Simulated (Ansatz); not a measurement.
# As2Se: how settings move the results

The task, for As2Se: sweep the plane-wave cutoff.

Program: Ansatz 0.2.0. Level of theory: DFT PBEsol, scalar-relativistic, plane waves, PAW. These are calculated values, not measurements.

1 further run of the same task is left out (set aside as unsound or not needed). Runs told in other sessions of the task aren't counted.

### 1 The structure to begin with

Symmetry: I4_1/amd, No. 141, tetragonal system. Conventional cell: a = 7.059 Å, b = 7.059 Å, c = 5.307 Å, α = 90.00°, β = 90.00°, γ = 90.00°. As (site symmetry 2/m) has 2 Se at 2.66 Å and 4 As at 2.83 Å in its first shell of neighbours. Around Se (site symmetry -4m2) lie 4 As at 2.66 Å.

Structure file:

```xyz
6
Lattice="-3.5294 3.5294 2.6536 3.5294 -3.5294 2.6536 3.5294 3.5294 -2.6536" Properties=species:S:1:pos:R:3 pbc="T T T"
As    0.0000    5.2941    0.6634
As    0.0000    1.7647    0.6634
As    1.7647    3.5294    1.9902
As   -1.7647    3.5294    1.9902
Se    0.0000    0.0000    2.6536
Se    3.5294    0.0000    1.3268
```

The structure comes from the Materials Project (structure only); it is used as listed.

### 2 The base run, which the others are set against

File input.yaml:

```yaml
crystal:
  lattice:
    - [-3.529418, 3.529418, 2.653571]
    - [3.529418, -3.529418, 2.653571]
    - [3.529418, 3.529418, -2.653571]
  atoms:
    - { symbol: As, position: [0.875, 0.125, 0.75] }
    - { symbol: As, position: [0.375, 0.125, 0.25] }
    - { symbol: As, position: [0.875, 0.625, 0.75] }
    - { symbol: As, position: [0.875, 0.125, 0.25] }
    - { symbol: Se, position: [0.5, 0.5, 0.0] }
    - { symbol: Se, position: [0.25, 0.75, 0.5] }
basis:
  ecutwfc: 420
kpoints:
  mp_grid: { grid: [8, 8, 8] }
hamiltonian:
  xc: pbesol
scf:
  occupations: { method: gaussian, width: 0.1 }
output:
  forces: true
  stress: true
  eigenvalues: true
  populations: true
  write_density: true
  write_potential: true
  elf: true
  volumetric_format: npy
```

Its results, from an earlier run: -5016.6918 eV/atom at zero smearing, pressure -3.47 GPa, largest force 0.000 eV/Å, no gap on the mesh, in 7 SCF cycles and 41 s.

### 3 Plane-wave cutoff: 150 eV

File input.yaml:

```yaml
crystal:
  lattice:
    - [-3.529418, 3.529418, 2.653571]
    - [3.529418, -3.529418, 2.653571]
    - [3.529418, 3.529418, -2.653571]
  atoms:
    - { symbol: As, position: [0.875, 0.125, 0.75] }
    - { symbol: As, position: [0.375, 0.125, 0.25] }
    - { symbol: As, position: [0.875, 0.625, 0.75] }
    - { symbol: As, position: [0.875, 0.125, 0.25] }
    - { symbol: Se, position: [0.5, 0.5, 0.0] }
    - { symbol: Se, position: [0.25, 0.75, 0.5] }
basis:
  ecutwfc: 150
kpoints:
  mp_grid: { grid: [8, 8, 8] }
hamiltonian:
  xc: pbesol
scf:
  occupations: { method: gaussian, width: 0.1 }
output:
  forces: true
  stress: true
  eigenvalues: true
```

The run is started by

```console
ansatz run input.yaml --threads 1 --pin off --max-ram 2560MiB --backend cpu --events-out ev --progress --plain --runs-dir out
```

### 4 Plane-wave cutoff set to 200 eV

Edit input.yaml of step 3 so:

```diff
@@ -13,3 +13,3 @@
 basis:
-  ecutwfc: 150
+  ecutwfc: 200
 kpoints:
```

### 5 Plane-wave cutoff set to 250 eV

Edit input.yaml of step 4 so:

```diff
@@ -13,3 +13,3 @@
 basis:
-  ecutwfc: 200
+  ecutwfc: 250
 kpoints:
```

### 6 Plane-wave cutoff set to 300 eV

Edit input.yaml of step 5 so:

```diff
@@ -13,3 +13,3 @@
 basis:
-  ecutwfc: 250
+  ecutwfc: 300
 kpoints:
```

### 7 Plane-wave cutoff: 350 eV

Edit input.yaml of step 6 so:

```diff
@@ -13,3 +13,3 @@
 basis:
-  ecutwfc: 300
+  ecutwfc: 350
 kpoints:
```

### 8 Plane-wave cutoff set to 380 eV

Edit input.yaml of step 7 so:

```diff
@@ -13,3 +13,3 @@
 basis:
-  ecutwfc: 350
+  ecutwfc: 380
 kpoints:
```

### 9 Plane-wave cutoff: 460 eV

Edit input.yaml of step 8 so:

```diff
@@ -13,3 +13,3 @@
 basis:
-  ecutwfc: 380
+  ecutwfc: 460
 kpoints:
```

### 10 Plane-wave cutoff set to 520 eV

Edit input.yaml of step 9 so:

```diff
@@ -13,3 +13,3 @@
 basis:
-  ecutwfc: 460
+  ecutwfc: 520
 kpoints:
```

### 11 Plane-wave cutoff set to 600 eV

Edit input.yaml of step 10 so:

```diff
@@ -13,3 +13,3 @@
 basis:
-  ecutwfc: 520
+  ecutwfc: 600
 kpoints:
```

### 12 Plane-wave cutoff: 700 eV

Edit input.yaml of step 11 so:

```diff
@@ -13,3 +13,3 @@
 basis:
-  ecutwfc: 600
+  ecutwfc: 700
 kpoints:
```

### 13 Plane-wave cutoff: 850 eV

Edit input.yaml of step 12 so:

```diff
@@ -13,3 +13,3 @@
 basis:
-  ecutwfc: 700
+  ecutwfc: 850
 kpoints:
```

(Steps that only read results are left out.)

Q: Predict the outcome of the series: the values and the trend.

The runs gave:

| quantity | value |
| --- | --- |
| plane-wave cutoff: within 10 and 1 meV/atom of 850 eV from | 350 eV for 10; 420 eV for 1 |

What this shows: In the sweep of the plane-wave cutoff, 420 eV already comes within 1 meV/atom of the reference, and so do all later runs, at about 0.56 of the reference's time. The reference is only the best run made, not a proven limit. Much of this error cancels in differences between similar cells. The pressure is off by up to 3.6 GPa. The settings are coarse, so take the values as rough.
